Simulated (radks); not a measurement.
# Taking charge from the 1s level of B⁺ in fractions

What happens to E and to the 1s eigenvalue of B⁺ when a fraction of an electron is removed? The exact functional would give straight lines between whole numbers for a frontier level.

The numbers are computed with radks (a radial shooting solver on a logarithmic mesh, Libxc functionals) version 1 (scalar-relativistic Kohn-Sham, r2SCAN, spin-unpolarised, spherical densities, finite nucleus), except any that are marked as measured or tabulated.

## (1) What is computed

* element: boron (Z = 5)
* charge: +1
* electrons: 4
* configuration: [He] 2s2
* nuclear rms radius: 2.406 fm

The outer shells:

B⁺
```
[He] core
2s [↑↓]
```

## (2) Start: [He] 2s2

Settings of this run:

```text
Z 5
configuration [He] 2s2
relativity scalar-relativistic
functional r2scan,r2scan
spin unpolarised
nucleus finite rms 2.406 fm
c 137.035999084
```

## (3) 0.25 electron removed from 1s

Input: that of step 2 with these lines changed.

```diff
@@ -1,3 +1,3 @@
 Z 5
-configuration [He] 2s2
+configuration 1s1.75 2s2
 relativity scalar-relativistic
```

## (4) 0.5 electron removed from 1s

Input: that of step 3 with these lines changed.

```diff
@@ -1,3 +1,3 @@
 Z 5
-configuration 1s1.75 2s2
+configuration 1s1.5 2s2
 relativity scalar-relativistic
```

## (5) 0.75 electron removed from 1s

Input: that of step 4 with these lines changed.

```diff
@@ -1,3 +1,3 @@
 Z 5
-configuration 1s1.5 2s2
+configuration 1s1.25 2s2
 relativity scalar-relativistic
```

## (6) 1 electron removed from 1s

Input: that of step 5 with these lines changed.

```diff
@@ -1,3 +1,3 @@
 Z 5
-configuration 1s1.25 2s2
+configuration 1s1 2s2
 relativity scalar-relativistic
```

Before running it: what results should come out? Wanted: for each run, removed; E − E(0); eigenvalue; E minus straight line.

As calculated:

```
removed (e)  E − E(0) (eV)  eigenvalue (eV)  E minus straight line (eV)
          0          0.000          -196.79                       0.000
       0.25         50.990          -211.19                      -5.505
        0.5         105.62          -225.87                      -7.374
       0.75         163.94          -240.72                      -5.550
          1         225.98          -255.64                       0.000
```

What this shows: Removing the whole electron costs 225.98 eV, against 196.79 eV from minus the starting eigenvalue. Slater's transition state, half an electron removed, gives 225.87 eV. The trapezoid integral of minus the eigenvalue gives 226.00 eV over the range, against 225.98 eV from the energies (Janak's theorem; approximate here, since the scalar-relativistic density holds large components alone). The eigenvalue moves by 58.9 eV per electron. E bends below the straight line by 7.37 eV at 0.5 electron removed.
